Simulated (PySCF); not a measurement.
# SiTe: the SCF solver's settings

Do solver options change the result for SiTe, or only the number of cycles?

The runs use PySCF 2.14.0; each script names its method and basis.

5 further runs of the same task are left out: 1 for a known fault of the program, 4 that didn't finish.

### Step 1. Starting geometry

SiTe: 2 atoms, charge 0, spin multiplicity 1.

Bond lengths: Si1–Te2 2.800 Å.

### Step 2. Base script

input.py reads:

```python
from pyscf import gto, scf, mp

mol = gto.M(
    atom='Si 0 0 0; Te 0 0 2.8',
    basis='def2-svp',
    ecp={'Te': 'def2-svp'},
    charge=0,
    spin=0,
    symmetry=True,
    verbose=4,
)
mf = scf.RHF(mol)
mf.kernel()
mp.MP2(mf, frozen=9).kernel()
mf.dip_moment()
print('orbital energies (hartree):', mf.mo_energy[..., max(0, mol.nelec[1]-3):mol.nelec[0]+3].round(4))
```

Launch:

```
$ python input.py
```

Its log is not repeated here.

Base result: E(SCF) = -555.767424 Eh, 13 cycles, E(MP2) − E(SCF) = -0.20908 Eh, μ = 3.98 D (of the SCF density).

The bond length is a typed value, not an optimised one.

### Step 3. Convergence threshold 1e-05 hartree

Run 1 changes convergence threshold: default → 1e-05 hartree.

Edit input.py of step 2 so:

```diff
@@ -12,2 +12,3 @@
 mf = scf.RHF(mol)
+mf.conv_tol = 1e-05
 mf.kernel()
```

Launch:

```
$ python input.py
```

The log of the run (excerpt; [...] marks lines left out):

```text
[lines on the frontier levels of each cycle are left out]
PySCF version 2.14.0

[INPUT] verbose = 4
[INPUT] num. atoms = 2
[INPUT] num. electrons = 38
[INPUT] charge = 0
[INPUT] spin (= nelec alpha-beta = 2S) = 0
[INPUT] symmetry True subgroup None
[INPUT] Mole.unit = angstrom
[INPUT] Symbol           X                Y                Z      unit          X                Y                Z       unit  Magmom
[INPUT]  1 Si     0.000000000000   0.000000000000   0.000000000000 AA    0.000000000000   0.000000000000   0.000000000000 Bohr   0.0
[INPUT]  2 Te     0.000000000000   0.000000000000   2.800000000000 AA    0.000000000000   0.000000000000   5.291233148782 Bohr   0.0

nuclear repulsion = 63.5012653104
point group symmetry = Coov
symmetry origin: [0.         0.         4.16885036]
symmetry axis x: [1. 0. 0.]
symmetry axis y: [0. 1. 0.]
symmetry axis z: [0. 0. 1.]
num. orbitals of irrep A1 = 18
num. orbitals of irrep E1x = 10
num. orbitals of irrep E1y = 10
num. orbitals of irrep E2x = 3
num. orbitals of irrep E2y = 3
number of shells = 18
number of NR pGTOs = 97
number of NR cGTOs = 44
basis = def2-svp
ecp = {'Te': 'def2-svp'}

******** <class 'pyscf.scf.hf_symm.SymAdaptedRHF'> ********
method = SymAdaptedRHF
initial guess = minao
damping factor = 0
level_shift factor = 0
DIIS = <class 'pyscf.scf.diis.CDIIS'>
diis_start_cycle = 1
diis_space = 8
diis_damp = 0
SCF conv_tol = 1e-05
SCF conv_tol_grad = None
SCF max_cycles = 50
direct_scf = True
direct_scf_tol = 1e-13
Freeze 0 electrons in irreps []
    38 free electrons in irreps A1 E1x E1y E2x E2y
Set gradient conv threshold to 0.00316228
Initial guess from minao.
init E= -527.08246922665
cycle= 1 E= -554.182588001268  delta_E= -27.1  |g|= 2.13  |ddm|= 7.07
cycle= 2 E= -552.045538653841  delta_E= 2.14  |g|= 2.35  |ddm|= 6.44
cycle= 3 E= -555.287353784812  delta_E= -3.24  |g|= 0.774  |ddm|= 4.74
cycle= 4 E= -555.67508691805  delta_E= -0.388  |g|= 0.423  |ddm|= 2.23
cycle= 5 E= -555.754997437354  delta_E= -0.0799  |g|= 0.126  |ddm|= 0.475
cycle= 6 E= -555.765992517816  delta_E= -0.011  |g|= 0.0264  |ddm|= 0.28
cycle= 7 E= -555.766597195974  delta_E= -0.000605  |g|= 0.023  |ddm|= 0.0688
cycle= 8 E= -555.767162383941  delta_E= -0.000565  |g|= 0.00903  |ddm|= 0.0662
cycle= 9 E= -555.767407823209  delta_E= -0.000245  |g|= 0.00196  |ddm|= 0.0722
cycle= 10 E= -555.767423691035  delta_E= -1.59e-05  |g|= 0.000246  |ddm|= 0.0228
cycle= 11 E= -555.767423733848  delta_E= -4.28e-08  |g|= 6.82e-05  |ddm|= 0.000733
Extra cycle  E= -555.767423734405  delta_E= -5.57e-10  |g|= 6.56e-05  |ddm|= 0.000247
converged SCF energy = -555.767423734405

******** <class 'pyscf.mp.mp2.RMP2'> ********
nocc = 10, nmo = 35
frozen orbitals 9
E(RMP2) = -555.976522449006  E_corr = -0.209098714601192
E(SCS-RMP2) = -555.968826999594  E_corr = -0.20140326518904
E_corr(same-spin) = -0.0571329142296805
E_corr(oppo-spin) = -0.151965800371511
Dipole moment(X, Y, Z, Debye):  0.00000,  0.00000, -3.97846
orbital energies (hartree): [-0.3364 -0.2899 -0.2899 -0.0299 -0.0299  0.062 ]
```

Run time: 0.92 s. Hardware: 1 thread, shared host.

Result: E(SCF) = -555.767424 Eh (no change), 11 cycles, E(MP2) − E(SCF) = -0.20910 Eh, μ = 3.98 D (of the SCF density).

### Step 4. Second-order solver on

Run 2 changes second-order solver: off → on.

Edit input.py of step 2 so:

```diff
@@ -12,2 +12,3 @@
 mf = scf.RHF(mol)
+mf = mf.newton()
 mf.kernel()
```

Launch:

```
$ python input.py
```

The log of the run:

```text
[... 32 set-up lines left out, the same as in an earlier log ...]
******** <class 'pyscf.soscf.newton_ah.SecondOrderSymAdaptedRHF'> ********
method = SecondOrderSymAdaptedRHF
[... 7 set-up lines left out, the same as in an earlier log ...]
SCF conv_tol = 1e-09
[... 4 set-up lines left out, the same as in an earlier log ...]
******** <class 'pyscf.scf.hf_symm.SymAdaptedRHF'> Newton solver flags ********
SCF tol = 1e-09
conv_tol_grad = None
max. SCF cycles = 50
[... 2 set-up lines left out, the same as in an earlier log ...]
max_cycle_inner = 12
max_stepsize = 0.05
ah_start_tol = 1e+09
ah_level_shift = 0
ah_conv_tol = 1e-12
ah_lindep = 1e-14
ah_start_cycle = 1
ah_max_cycle = 40
ah_grad_trust_region = 2.5
kf_interval = 4
kf_trust_region = 5
canonicalization = True
Set conv_tol_grad to 3.16228e-05
[... 1 set-up line left out, the same as in an earlier log ...]
Initial guess E= -554.182588001268  |g|= 2.13299
macro= 0  E= -555.427413838289  delta_E= -1.24483  |g|= 1.72164  3 KF 15 JK
macro= 1  E= -555.695382031945  delta_E= -0.267968  |g|= 0.643985  3 KF 15 JK
macro= 2  E= -555.766483352647  delta_E= -0.0711013  |g|= 0.063816  3 KF 12 JK
macro= 3  E= -555.767423737254  delta_E= -0.000940385  |g|= 9.31597e-05  3 KF 13 JK
macro= 4  E= -555.767423737256  delta_E= -2.04636e-12  |g|= 7.59724e-06  1 KF 2 JK
Canonicalize SCF orbitals
macro X = 5  E=-555.767423737256  |g|= 7.59724e-06  total 14 KF 63 JK
converged SCF energy = -555.767423737256

******** <class 'pyscf.mp.mp2.RMP2'> ********
nocc = 10, nmo = 35
frozen orbitals 9
E(RMP2) = -555.976506221875  E_corr = -0.209082484618563
E(SCS-RMP2) = -555.968812184  E_corr = -0.201388446743928
E_corr(same-spin) = -0.0571275401519396
E_corr(oppo-spin) = -0.151954944466623
Dipole moment(X, Y, Z, Debye):  0.00000,  0.00000, -3.97991
orbital energies (hartree): [-0.3364 -0.2899 -0.2899 -0.0299 -0.0299  0.062 ]
```

Run time: 1.1 s. Hardware: 1 thread, shared host.

Outcome: E(SCF) = -555.767424 Eh (no change), 5 macro-iterations, E(MP2) − E(SCF) = -0.20908 Eh, μ = 3.98 D (of the SCF density).

### Step 5. Smearing width 0.01 hartree

Run 3 changes smearing width: none → 0.01 hartree; step after the SCF: mp2 → none.

Edit input.py of step 2 so:

```diff
@@ -1,2 +1,2 @@
-from pyscf import gto, scf, mp
+from pyscf import gto, scf
 
@@ -12,4 +12,4 @@
 mf = scf.RHF(mol)
+mf = scf.addons.smearing_(mf, sigma=0.01, method='fermi')
 mf.kernel()
-mp.MP2(mf, frozen=9).kernel()
 mf.dip_moment()
```

Launch:

```
$ python input.py
```

The log of the run:

```text
[... 30 set-up lines left out, the same as in an earlier log ...]
******** <class 'pyscf.scf.smearing.SmearingSymAdaptedRHF'> ********
method = SmearingSymAdaptedRHF
[... 14 set-up lines left out, the same as in an earlier log ...]
Set gradient conv threshold to 3.16228e-05
[... 1 set-up line left out, the same as in an earlier log ...]
init E= -527.08246922665
    sigma = 0.01  Optimized mu = -0.570154618256  entropy = 1.7185501226e-07
    Total E(T) = -554.182587999431  Free energy = -554.18258800115  E0 = -554.18258800029
cycle= 1 E= -554.182587999431  delta_E= -27.1  |g|= 1.69  |ddm|= 7.07
    sigma = 0.01  Optimized mu = -0.0318554263487  entropy = 0.000925008928431
    Total E(T) = -552.045485763811  Free energy = -552.0454950139  E0 = -552.045490388855
cycle= 2 E= -552.045485763811  delta_E= 2.14  |g|= 2.41  |ddm|= 6.44
    sigma = 0.01  Optimized mu = -0.0907490469539  entropy = 0.000117787322534
    Total E(T) = -555.287342442348  Free energy = -555.287343620221  E0 = -555.287343031284
cycle= 3 E= -555.287342442348  delta_E= -3.24  |g|= 0.857  |ddm|= 4.74
    sigma = 0.01  Optimized mu = -0.165266479647  entropy = 0.192402996321
    Total E(T) = -555.670639217639  Free energy = -555.672563247602  E0 = -555.671601232621
cycle= 4 E= -555.670639217639  delta_E= -0.383  |g|= 0.496  |ddm|= 2.22
    sigma = 0.01  Optimized mu = -0.158960439954  entropy = 0.00148045366845
    Total E(T) = -555.755332564035  Free energy = -555.755347368572  E0 = -555.755339966304
cycle= 5 E= -555.755332564035  delta_E= -0.0847  |g|= 0.17  |ddm|= 0.477
    sigma = 0.01  Optimized mu = -0.162786548935  entropy = 0.000187594467222
    Total E(T) = -555.766008114775  Free energy = -555.76600999072  E0 = -555.766009052747
cycle= 6 E= -555.766008114775  delta_E= -0.0107  |g|= 0.028  |ddm|= 0.277
    sigma = 0.01  Optimized mu = -0.160012886232  entropy = 0.000227156394542
    Total E(T) = -555.766607493325  Free energy = -555.766609764889  E0 = -555.766608629107
cycle= 7 E= -555.766607493325  delta_E= -0.000599  |g|= 0.0267  |ddm|= 0.0694
    sigma = 0.01  Optimized mu = -0.160188619148  entropy = 0.000258574282594
    Total E(T) = -555.767168072799  Free energy = -555.767170658541  E0 = -555.76716936567
cycle= 8 E= -555.767168072799  delta_E= -0.000561  |g|= 0.007  |ddm|= 0.0665
    sigma = 0.01  Optimized mu = -0.159855412445  entropy = 0.000255734730754
    Total E(T) = -555.767406859473  Free energy = -555.76740941682  E0 = -555.767408138146
cycle= 9 E= -555.767406859473  delta_E= -0.000239  |g|= 0.00111  |ddm|= 0.072
    sigma = 0.01  Optimized mu = -0.159878701273  entropy = 0.000252601499941
    Total E(T) = -555.767421295825  Free energy = -555.76742382184  E0 = -555.767422558832
cycle= 10 E= -555.767421295825  delta_E= -1.44e-05  |g|= 0.00046  |ddm|= 0.0212
    sigma = 0.01  Optimized mu = -0.159877905422  entropy = 0.00025284672955
    Total E(T) = -555.767421386446  Free energy = -555.767423914913  E0 = -555.767422650679
cycle= 11 E= -555.767421386446  delta_E= -9.06e-08  |g|= 7.24e-05  |ddm|= 0.00113
    sigma = 0.01  Optimized mu = -0.159875522599  entropy = 0.000252899316885
    Total E(T) = -555.76742138873  Free energy = -555.767423917723  E0 = -555.767422653227
cycle= 12 E= -555.76742138873  delta_E= -2.28e-09  |g|= 2.74e-06  |ddm|= 0.000248
    sigma = 0.01  Optimized mu = -0.159875623385  entropy = 0.000252903863946
    Total E(T) = -555.767421388698  Free energy = -555.767423917736  E0 = -555.767422653217
cycle= 13 E= -555.767421388698  delta_E= 3.25e-11  |g|= 5.42e-07  |ddm|= 1.99e-05
    sigma = 0.01  Optimized mu = -0.15987564421  entropy = 0.000252906505881
    Total E(T) = -555.767421388672  Free energy = -555.767423917737  E0 = -555.767422653205
Extra cycle  E= -555.767421388672  delta_E= 2.55e-11  |g|= 2.86e-07  |ddm|= 2.28e-06
converged SCF energy = -555.767421388672
Dipole moment(X, Y, Z, Debye):  0.00000,  0.00000, -3.97983
orbital energies (hartree): [-0.3364 -0.2899 -0.2899 -0.0299 -0.0299  0.062 ]
```

Run time: 0.83 s. Hardware: 1 thread, shared host.

This run: E(SCF) = -555.767421 Eh (+0.0001 eV from the base), 13 cycles, μ = 3.98 D.

The energy is that at the smeared occupations, without the entropy term.

### Step 6. Smearing width 0.001 hartree

Run 4 changes smearing width: none → 0.001 hartree; step after the SCF: mp2 → none.

Edit input.py of step 2 so:

```diff
@@ -1,2 +1,2 @@
-from pyscf import gto, scf, mp
+from pyscf import gto, scf
 
@@ -12,4 +12,4 @@
 mf = scf.RHF(mol)
+mf = scf.addons.smearing_(mf, sigma=0.001, method='fermi')
 mf.kernel()
-mp.MP2(mf, frozen=9).kernel()
 mf.dip_moment()
```

Launch:

```
$ python input.py
```

The log of the run:

```text
[... 48 set-up lines left out, the same as in an earlier log ...]
init E= -527.08246922665
    sigma = 0.001  Optimized mu = -0.531801721085  entropy = -0
    Total E(T) = -554.182588001268  Free energy = -554.182588001268  E0 = -554.182588001268
cycle= 1 E= -554.182588001268  delta_E= -27.1  |g|= 1.69  |ddm|= 7.07
    sigma = 0.001  Optimized mu = -0.0387071074778  entropy = -0
    Total E(T) = -552.045538653841  Free energy = -552.045538653841  E0 = -552.045538653841
cycle= 2 E= -552.045538653841  delta_E= 2.14  |g|= 2.41  |ddm|= 6.44
    sigma = 0.001  Optimized mu = -0.0702115316159  entropy = -0
    Total E(T) = -555.287353784812  Free energy = -555.287353784812  E0 = -555.287353784812
cycle= 3 E= -555.287353784812  delta_E= -3.24  |g|= 0.857  |ddm|= 4.74
    sigma = 0.001  Optimized mu = -0.165009460915  entropy = -0
    Total E(T) = -555.67508691805  Free energy = -555.67508691805  E0 = -555.67508691805
cycle= 4 E= -555.67508691805  delta_E= -0.388  |g|= 0.494  |ddm|= 2.23
    sigma = 0.001  Optimized mu = -0.153381078788  entropy = -0
    Total E(T) = -555.754997437354  Free energy = -555.754997437354  E0 = -555.754997437354
cycle= 5 E= -555.754997437354  delta_E= -0.0799  |g|= 0.173  |ddm|= 0.475
    sigma = 0.001  Optimized mu = -0.156009849377  entropy = -0
    Total E(T) = -555.765992517816  Free energy = -555.765992517816  E0 = -555.765992517816
cycle= 6 E= -555.765992517816  delta_E= -0.011  |g|= 0.0292  |ddm|= 0.28
    sigma = 0.001  Optimized mu = -0.152072426609  entropy = -0
    Total E(T) = -555.766597195974  Free energy = -555.766597195974  E0 = -555.766597195974
cycle= 7 E= -555.766597195974  delta_E= -0.000605  |g|= 0.027  |ddm|= 0.0688
    sigma = 0.001  Optimized mu = -0.152466384941  entropy = -0
    Total E(T) = -555.767162383941  Free energy = -555.767162383941  E0 = -555.767162383941
cycle= 8 E= -555.767162383941  delta_E= -0.000565  |g|= 0.00726  |ddm|= 0.0662
    sigma = 0.001  Optimized mu = -0.151164520837  entropy = -0
    Total E(T) = -555.767407823209  Free energy = -555.767407823209  E0 = -555.767407823209
cycle= 9 E= -555.767407823209  delta_E= -0.000245  |g|= 0.00105  |ddm|= 0.0722
    sigma = 0.001  Optimized mu = -0.150942549205  entropy = -0
    Total E(T) = -555.767423691035  Free energy = -555.767423691035  E0 = -555.767423691035
cycle= 10 E= -555.767423691035  delta_E= -1.59e-05  |g|= 0.000301  |ddm|= 0.0228
    sigma = 0.001  Optimized mu = -0.15091163996  entropy = -0
    Total E(T) = -555.767423733848  Free energy = -555.767423733848  E0 = -555.767423733848
cycle= 11 E= -555.767423733848  delta_E= -4.28e-08  |g|= 8.3e-05  |ddm|= 0.000733
    sigma = 0.001  Optimized mu = -0.150900652527  entropy = -0
    Total E(T) = -555.76742373729  Free energy = -555.76742373729  E0 = -555.76742373729
cycle= 12 E= -555.76742373729  delta_E= -3.44e-09  |g|= 2.14e-06  |ddm|= 0.00028
    sigma = 0.001  Optimized mu = -0.150901633192  entropy = -0
    Total E(T) = -555.767423737297  Free energy = -555.767423737297  E0 = -555.767423737297
cycle= 13 E= -555.767423737297  delta_E= -7.05e-12  |g|= 4.92e-07  |ddm|= 1.54e-05
    sigma = 0.001  Optimized mu = -0.150901673396  entropy = -0
    Total E(T) = -555.767423737297  Free energy = -555.767423737297  E0 = -555.767423737297
Extra cycle  E= -555.767423737297  delta_E= -2.27e-13  |g|= 2.92e-07  |ddm|= 2.15e-06
converged SCF energy = -555.767423737297
Dipole moment(X, Y, Z, Debye):  0.00000,  0.00000, -3.97985
orbital energies (hartree): [-0.3364 -0.2899 -0.2899 -0.0299 -0.0299  0.062 ]
```

It took 0.82 s on 1 thread, shared host.

This run: E(SCF) = -555.767424 Eh (no change), 13 cycles, μ = 3.98 D.

The energy is that at the smeared occupations, without the entropy term.

### Step 7. Side by side

```tsv
run	E(SCF) (hartree)	from base (eV)	cycles	gap (eV)	SCF dipole (D)	after the SCF
base	-555.767424	0	13	7.07	3.98	MP2 correlation -5.689 eV, core frozen
convergence threshold 1e-05 hartree	-555.767424	0.0000	11	7.07	3.98	MP2 correlation -5.690 eV, core frozen
second-order solver on	-555.767424	0.0000	5 macro	7.07	3.98	MP2 correlation -5.689 eV, core frozen
smearing width 0.01 hartree	-555.767421	+0.0001	13	n/a	3.98	n/a
smearing width 0.001 hartree	-555.767424	0.0000	13	n/a	3.98	n/a
```

Wall time on 1 thread, shared host, start-up included: base 1 s; convergence threshold 1e-05 hartree 0.92 s; second-order solver on 1.1 s; smearing width 0.01 hartree 0.83 s; smearing width 0.001 hartree 0.82 s.

Distance from each run's final energy (log10 hartree) by cycle:

```tsv
run	cycle 1	cycle 2	cycle 3	cycle 5	cycle 8	cycle 12
base	0.2	0.6	-0.3	-1.9	-3.6	< -11
convergence threshold 1e-05 hartree	0.2	0.6	-0.3	-1.9	-3.6	done
second-order solver on	-0.5	-1.1	-3.0	< -11	done	done
smearing width 0.01 hartree	0.2	0.6	-0.3	-1.9	-3.6	-10.2
smearing width 0.001 hartree	0.2	0.6	-0.3	-1.9	-3.6	< -11
```

No change of the SCF energy comes from convergence threshold 1e-05 hartree or second-order solver on or smearing width 0.001 hartree.
